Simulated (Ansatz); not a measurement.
**GeN₂H (quartet): the correlation ladder at a displaced geometry (v2), cc-pVDZ**

An exercise on one series of results from a longer session: the logs are not shown, and one member is left open.

The runs use Ansatz 0.2.0, Gaussian basis; cc-pVDZ, core rule «outside noble gas», up to 16 orbitals frozen.

To be run: UHF; CCSD(T) on ROHF; CCSD(T) on UHF; BCCD(T) on ROHF; CISD; CCSDT(Q) on ROHF; CCSDT(Q) on UHF.

36 further runs of the same task are left out: 5 for a known fault of the program, 14 that didn't finish, 17 set aside as unsound or not needed.

## The system

The geometry is a PBE0/def2-TZVP stationary point (not a proven minimum) with its atoms shifted at random (size 0.100 Å). No spin-orbit coupling is included. The filled d shell of Ge may be among the frozen orbitals whatever the setting's name suggests; the logs give the count.

4 atoms, charge 0, spin multiplicity 4.

Atoms are counted from 1 here; the program's logs count them from 0.

Bond lengths: Ge1–N2 1.954 Å, N2–N3 1.272 Å, N2–H4 0.955 Å. Angles: Ge1–N2–N3 130.2°, Ge1–N2–H4 112.8°, N3–N2–H4 114.0°.

Set-up of the first run:

Input file in.yaml:

```yaml
crystal:
  periodic: [false, false, false]
  atoms:
    - {symbol: Ge, position_ang: [0.034926, -0.018992, 0.684884]}
    - {symbol: N, position_ang: [-0.129948, 0.385948, -1.219268]}
    - {symbol: N, position_ang: [-0.053327, -0.381504, -2.230627]}
    - {symbol: H, position_ang: [0.029781, 1.306944, -1.417068]}
basis:
  gaussian: {orbitals: cc-pVDZ}
magnetization: {spin_polarized: true, initial_magnetization: 3}
hamiltonian: {xc: hf}
output: {orbitals: {seedname: orbitals}}
```

The run is started by

```sh
$ ansatz run in.yaml --threads 1 --pin off --events-out ev --progress --plain --max-ram 2393MiB
```

Among the steps run: UHF; CCSD(T) on ROHF; CCSD(T) on UHF; BCCD(T) on ROHF; CISD; CCSDT(Q) on ROHF; CCSDT(Q) on UHF.

One table of the session follows, with a row left open; its other results are not shown here.

It belongs to the step «Misses and costs». 

```
   method  from UCCSDT(Q) (kJ/mol)
     ROHF                  +1050.9
      UHF                  +1008.4
     RMP2                   +144.4
     UMP2                        ?
    RCCSD                    +46.4
    UCCSD                    +44.3
 RCCSD(T)                    +10.0
 UCCSD(T)                     +8.9
  BCCD(T)                     +8.3
   RCCSDT                     +4.9
   UCCSDT                     +4.2
RCCSDT(Q)                     +0.9
UCCSDT(Q)                        0
```

Estimate the missing values for UMP2.

The run gave: from UCCSDT(Q) (kJ/mol): +139.4. In the column «from UCCSDT(Q) (kJ/mol)» it lies between RCCSD (+46.4) and RMP2 (+144.4).

Not comparable, so not listed: CISD (they don't share determinant, frozen orbitals or solution with the rows shown, or repeat one).

Limits of these values: Restricted and unrestricted rows rest on different reference determinants; where their highest levels disagree by more than a few hundredths of an eV, they describe different states and don't form one ladder.
